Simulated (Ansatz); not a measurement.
What does this script print? It uses Ansatz 0.2.0 through its Python package.

`bh4osb.py`
```python
import itertools

import ansatz as az
from ase.data import atomic_numbers, covalent_radii
import numpy as np

system = (
    az.Crystal.molecule()
    .atom("O", [-1.3758, -0.8306, -0.2243])
    .atom("B", [-0.0437, -0.5225, -0.6161])
    .atom("Sb", [1.0214, 1.2079, 0.275])
    .atom("H", [-1.8897, -0.2548, -0.887])
    .atom("H", [0.5071, -1.228, -1.4118])
    .atom("H", [-0.1924, 1.4307, 1.5133])
    .atom("H", [2.0343, 0.1292, 1.3053])
)

calculation = (
    system.calculation()
    .basis(gaussian="def2-SVP")
    .functional("r2SCAN", dispersion="d3bj")
)
symbols = [site.symbol for site in system.cartesian_sites]
start = np.array([site.position_ang for site in system.cartesian_sites], dtype=float)
r = calculation.relax(force_tolerance=0.01).run(threads=1).report
end = np.array(r["positions_ang"])

minimum = az.Crystal.molecule()
for symbol, place in zip(symbols, end):
    minimum = minimum.atom(symbol, place.tolist())
ion = (
    minimum.calculation()
    .basis(gaussian="def2-SVP")
    .functional("r2SCAN", dispersion="d3bj")
    .charge(1)
    .spin("collinear", total=1)
)
vertical = ion.run(threads=1).report
settled = ion.relax(force_tolerance=0.01, max_steps=80).run(threads=1).report
print(f"vertical ionisation energy   {vertical['free_energy_ev'] - r['free_energy_ev']:.3f} eV")
print(f"adiabatic, no zero point     {settled['free_energy_ev'] - r['free_energy_ev']:.3f} eV")
print(f"relaxation energy of the ion {vertical['free_energy_ev'] - settled['free_energy_ev']:.3f} eV")
ionised = np.array(settled["positions_ang"])
radius = [covalent_radii[atomic_numbers[s]] for s in symbols]
span = lambda where, i, j: np.linalg.norm(where[i] - where[j])
bonded = [(i, j) for i, j in itertools.combinations(range(len(symbols)), 2) if min(span(end, i, j), span(ionised, i, j)) < 1.2 * (radius[i] + radius[j])]
print("pair        before    after (A)")
for i, j in bonded:
    print(f"{symbols[i]}{i}-{symbols[j]}{j}".ljust(10), f"{span(end, i, j):8.4f} {span(ionised, i, j):8.4f}")
```

```console
$ python bh4osb.py
DeckWarning: the engine holds no damping parameters fitted to this dispersion correction and functional, so the run takes those fitted to r2scan beside the three-body term, which d3bj leaves out (hamiltonian.dispersion, under Limitations)
vertical ionisation energy   8.961 eV
adiabatic, no zero point     8.425 eV
relaxation energy of the ion 0.536 eV
pair        before    after (A)
O0-B1        1.3469   1.2995
O0-H3        0.9666   0.9679
B1-Sb2       2.2774   2.3650
B1-H4        1.2108   1.2008
Sb2-H5       1.7233   1.6947
Sb2-H6       1.7151   1.6906
```
(Warnings from the package without file and line.)

Reading the output:
- The energies are electronic: no zero-point or thermal terms, and the basis set is short of its limit. The product may relax into another structure. The relaxation finds the nearest minimum, so the adiabatic value is an upper bound.
- def2 sets replace the cores of elements past krypton by effective core potentials.
- A dispersion term here runs with damping parameters fitted for another variant or functional.
- Finished in 2.5 min on 1 thread of Intel(R) Xeon(R) Platinum 8259CL CPU @ 2.50GHz (Skylake/Cascade Lake), on a shared host, peak memory 0.29 GiB.
